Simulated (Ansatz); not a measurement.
# AuI3 (ReO3 type): a single-point run

Aim: a sound single-point run of AuI3 (ReO3 type). The structure is shown as the input types it.

Computed with Ansatz 0.2.0 (DFT PBE, scalar-relativistic, plane waves, PAW, unless a step's input says otherwise).

2 further runs of the same task are left out: 1 for a known fault of the program, 1 that didn't finish.

## Step 1: The structure to begin with

It takes space group Pm-3m (No. 221, cubic). The conventional cell has a = 5.693 Å, b = 5.693 Å, c = 5.693 Å, α = 90.00°, β = 90.00°, γ = 90.00°. Au (site symmetry m-3m) has 6 I at 2.85 Å as nearest neighbours. I (site symmetry 4/mmm) is surrounded by 2 Au at 2.85 Å.

Coordinates:

```
Au I
1.0
     5.69297    0.00000    0.00000
     0.00000    5.69297    0.00000
     0.00000    0.00000    5.69297
Au I
1 3
Direct
  0.00000 0.00000 0.00000
  0.50000 0.00000 0.00000
  0.00000 0.00000 0.50000
  0.00000 0.50000 0.00000
```

## Step 2: Input and run

input.yaml

```yaml
crystal:
  lattice:
    - [5.6929682935, 0.0, 0.0]
    - [0.0, 5.6929682935, 0.0]
    - [0.0, 0.0, 5.6929682935]
  atoms:
    - { symbol: Au, position: [0.0, 0.0, 0.0] }
    - { symbol: I, position: [0.5, 0.0, 0.0] }
    - { symbol: I, position: [0.0, 0.0, 0.5] }
    - { symbol: I, position: [0.0, 0.5, 0.0] }
basis:
  ecutwfc: 420
  ecutrho_ratio: 4
kpoints:
  mp_grid: { grid: [1, 1, 1] }
hamiltonian:
  xc: pbe
scf:
  occupations: { method: gaussian, width: 0.05 }
  max_iter: 50
output:
  forces: true
  stress: true
```

On the command line:

```
ansatz run input.yaml --threads 2 --pin off --max-ram 2662MiB --backend cpu --events-out ev --progress --plain --runs-dir out
```

What happens when this is run?

The program finished normally. That alone doesn't make the input a sound one.

The suspect setting: kpoints.mp_grid.grid is [1, 1, 1]. The zone is sampled at a single point, which suits only large cells or molecules.

Run again and compare: set kpoints.mp_grid.grid to [6, 6, 6].
